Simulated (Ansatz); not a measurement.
# Cl2FHHfO: the cost of one run

Program: Ansatz 0.2.0. Level of theory: RKS PBE/def2-SVP. These are calculated values, not measurements.

### 1 The system as given

Bond lengths: Hf1–F2 1.980 Å, Hf1–O3 2.070 Å, O3–H4 1.010 Å, Hf1–Cl5 2.518 Å, Hf1–Cl6 2.518 Å. Angles: F2–Hf1–O3 109.4°, F2–Hf1–Cl5 109.5°, F2–Hf1–Cl6 109.5°, O3–Hf1–Cl5 109.5°, O3–Hf1–Cl6 109.5°, Cl5–Hf1–Cl6 109.5°, Hf1–O3–H4 109.5°.

Coordinates:

```xyz
6

Hf    0.0000    0.0000    0.0000
F     0.0000    0.0000    1.9800
O     1.9520    0.0000   -0.6893
H     2.2684   -0.9521   -0.8060
Cl   -1.1869    2.0563   -0.8392
Cl   -1.1869   -2.0563   -0.8392
```

### 2 Relaxing the start

File input.yaml:

```yaml
crystal:
  periodic: [false, false, false]
  atoms:
    - { symbol: Hf, position_ang: [0.0, 0.0, 0.0] }
    - { symbol: F, position_ang: [0.0, 0.0, 1.98] }
    - { symbol: O, position_ang: [1.952, 0.0, -0.6893] }
    - { symbol: H, position_ang: [2.2684, -0.9521, -0.806] }
    - { symbol: Cl, position_ang: [-1.1869, 2.0563, -0.8392] }
    - { symbol: Cl, position_ang: [-1.1869, -2.0563, -0.8392] }
basis:
  gaussian: { orbitals: def2-SVP }
hamiltonian:
  xc: pbe
relax:
  f_tol: 0.02
  max_steps: 40
```

On the command line:

```sh
> ansatz run input.yaml --threads 1 --pin off --max-ram 2048MiB --backend cpu --events-out ev --progress --plain --runs-dir out
```

What time and memory should one allow on 1 thread of Arm Neoverse N1, shared host?

About 76 s, with a peak of 0.19 GiB.
